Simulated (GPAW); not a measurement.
**AlFe3B: band structure with PBEsol**

The system is AlFe3B.

```xyz
5
Lattice="3.8223 0.0000 0.0000 0.0000 3.8223 0.0000 0.0000 0.0000 3.8223" Properties=species:S:1:pos:R:3 pbc="T T T"
Fe    0.0000    0.0000    1.9112
Fe    0.0000    1.9112    0.0000
Fe    1.9112    0.0000    0.0000
Al    1.9112    1.9112    1.9112
B     0.0000    0.0000    0.0000
```

The cell comes from a database or a generator and needn't be the stable form of this composition.

```json
{
 "Program": "GPAW 26.7.0",
 "Task": "band structure",
 "Functional": "PBEsol",
 "Potentials or basis": "PAW data sets generated in the run's folder for this functional",
 "Cutoff": "800 eV",
 "Basis": "pw",
 "k mesh": "6 × 6 × 6",
 "Occupations": "fermi-dirac, width 0.05 eV",
 "Spin": "collinear spin, ferromagnetic start",
 "Starting moments": "[3.0, 3.0, 3.0, 0.0, 0.0] μB",
 "Maxiter": "150",
 "Band path": "GXMGRX,MR",
 "Band points": "100"
}
```

```json
{"Pressure": "-5.6 GPa", "Band gap along the path": "none (metal or under the smearing width)", "Net moment": "4.12 μB per cell", "Site moments": "Fe +1.48; Al -0.08; B -0.05 μB"}
```

Levels at the corners of the path, in eV from the Fermi level:
Spin up:
```csv
point,band 14,band 15,band 16,band 17,band 18,band 19,band 20,band 21
Γ,-1.01,-1.01,-0.26,-0.19,-0.19,-0.19,4.56,4.74
X,-1.43,-1.08,-0.86,-0.19,1.89,1.89,4.00,4.49
M,-1.26,-1.20,-1.12,-0.82,0.36,0.36,3.77,6.68
Γ,-1.01,-1.01,-0.26,-0.19,-0.19,-0.19,4.56,4.74
R,-1.97,-1.29,-1.29,-0.32,-0.32,-0.32,2.22,2.42
X,-1.43,-1.08,-0.86,-0.19,1.89,1.89,4.00,4.49
M,-1.26,-1.20,-1.12,-0.82,0.36,0.36,3.77,6.68
R,-1.97,-1.29,-1.29,-0.32,-0.32,-0.32,2.22,2.42
```
Spin down:
```csv
point,band 10,band 11,band 12,band 13,band 14,band 15,band 16,band 17
Γ,-1.90,0.18,0.18,0.18,0.19,0.19,1.27,1.37
X,-1.35,-0.48,-0.23,0.13,0.16,0.16,0.52,1.37
M,-1.07,-0.68,-0.68,-0.34,0.02,0.33,0.71,0.72
Γ,-1.90,0.18,0.18,0.18,0.19,0.19,1.27,1.37
R,-0.95,-0.95,-0.75,-0.75,-0.75,0.60,0.60,1.21
X,-1.35,-0.48,-0.23,0.13,0.16,0.16,0.52,1.37
M,-1.07,-0.68,-0.68,-0.34,0.02,0.33,0.71,0.72
R,-0.95,-0.95,-0.75,-0.75,-0.75,0.60,0.60,1.21
```

Run time: 6.4 min on 1 thread of Arm Neoverse V1, with other jobs on the host, peak memory 0.82 GiB.
